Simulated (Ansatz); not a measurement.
**BClFH₅OSi₂: a ladder of functionals and wavefunction methods**

The task here is to estimate one member of a computed series from the others.

Computed with Ansatz 0.2.0, Gaussian basis. Level: functionals in def2-TZVPP, the program's frozen cores in correlated methods.

Plan: PBE-D4, r2SCAN-D4, PBE0-D4, B3LYP-D4, ωB97X-V, ωB97M-V, B2PLYP; CCSD(T)/def2-TZVPP; MP2/def2-QZVPP; extrapolation to the limit.

### Structure used throughout

An earlier PBE0-D4 in a triple-zeta def2 set relaxation fixed the geometry.

11 atoms, charge 0, spin multiplicity 1.

Atoms are counted from 1 here; the program's logs count them from 0.

Bond lengths: B1–Si2 1.995 Å, B1–H7 1.193 Å, B1–H8 1.193 Å, Si2–F3 1.591 Å, Si2–Cl4 2.057 Å, Si2–O5 1.611 Å, O5–Si6 1.647 Å, Si6–H9 1.482 Å, Si6–H10 1.482 Å, Si6–H11 1.484 Å. Angles: Si2–B1–H7 119.9°, Si2–B1–H8 121.0°, H7–B1–H8 118.9°, B1–Si2–F3 113.8°, B1–Si2–Cl4 103.8°, B1–Si2–O5 114.7°, F3–Si2–Cl4 106.4°, F3–Si2–O5 107.8°, Cl4–Si2–O5 110.0°, Si2–O5–Si6 148.0°, O5–Si6–H9 108.3°, O5–Si6–H10 108.4°, O5–Si6–H11 110.1°, H9–Si6–H10 109.9°, H9–Si6–H11 110.0°, H10–Si6–H11 110.0°.

Set-up of the first run:

Contents of in.yaml:

```yaml
crystal:
  periodic: [false, false, false]
  atoms:
    - {symbol: B, position_ang: [-1.567322, -1.922267, 0.428670]}
    - {symbol: Si, position_ang: [-0.403489, -0.352664, 0.829834]}
    - {symbol: F, position_ang: [0.528193, -0.553918, 2.104153]}
    - {symbol: Cl, position_ang: [-1.738640, 1.135769, 1.314678]}
    - {symbol: O, position_ang: [0.531172, 0.122467, -0.393057]}
    - {symbol: Si, position_ang: [1.452237, 1.309323, -1.067368]}
    - {symbol: H, position_ang: [-2.023976, -2.060035, -0.665035]}
    - {symbol: H, position_ang: [-1.884491, -2.688136, 1.286438]}
    - {symbol: H, position_ang: [2.824539, 0.782863, -1.259051]}
    - {symbol: H, position_ang: [0.863527, 1.671712, -2.378675]}
    - {symbol: H, position_ang: [1.483551, 2.497885, -0.179987]}
basis:
  gaussian: {orbitals: def2-TZVPP}
hamiltonian: {xc: pbe, dispersion: d4}
output: {forces: true, orbitals: {seedname: orbitals}}
```

Command:

```sh
$ ansatz run in.yaml --threads 4 --pin off --events-out ev --progress --plain --max-ram 10444MiB
```

Steps of the session up to this table: PBE-D4 (GGA); r2SCAN-D4 (meta-GGA); PBE0-D4 (hybrid); B3LYP-D4 (hybrid); ωB97X-V (range-separated); ωB97M-V (range-separated); B2PLYP (double hybrid); CCSD(T) in def2-TZVPP; MP2 in def2-QZVPP.

One of the session's tables, all rows but one given; the rest of the session is left out.

It belongs to the step «Atomisation energies». 

| method | atomisation energy (kJ/mol) |
| --- | --- |
| PBE-D4 | 3947.5 |
| r2SCAN-D4 | 3962.7 |
| PBE0-D4 | 3904.5 |
| B3LYP-D4 | 3932.6 |
| ωB97X-V | 3972.8 |
| ωB97M-V | 3962.1 |
| B2PLYP | 3900.7 |
| HF/def2-TZVPP | 3023.5 |
| MP2/def2-TZVPP | 3933.0 |
| CCSD/def2-TZVPP | 3795.9 |
| CCSD(T)/def2-TZVPP | ? |
| MP2/CBS | 4047.2 |
| CCSD(T)/CBS | 3958.0 |

Q: Estimate the row for CCSD(T)/def2-TZVPP from the others.

As computed: atomisation energy (kJ/mol): 3843.8. In the column «atomisation energy (kJ/mol)» it lies between CCSD/def2-TZVPP (3795.9) and B2PLYP (3900.7).

To keep in mind: Free atoms (1 B, 2 Si, 1 F, 1 Cl, 1 O, 5 H) were run apart at each level; the atomisation energy is their sum less the molecule, without zero-point or spin-orbit terms.
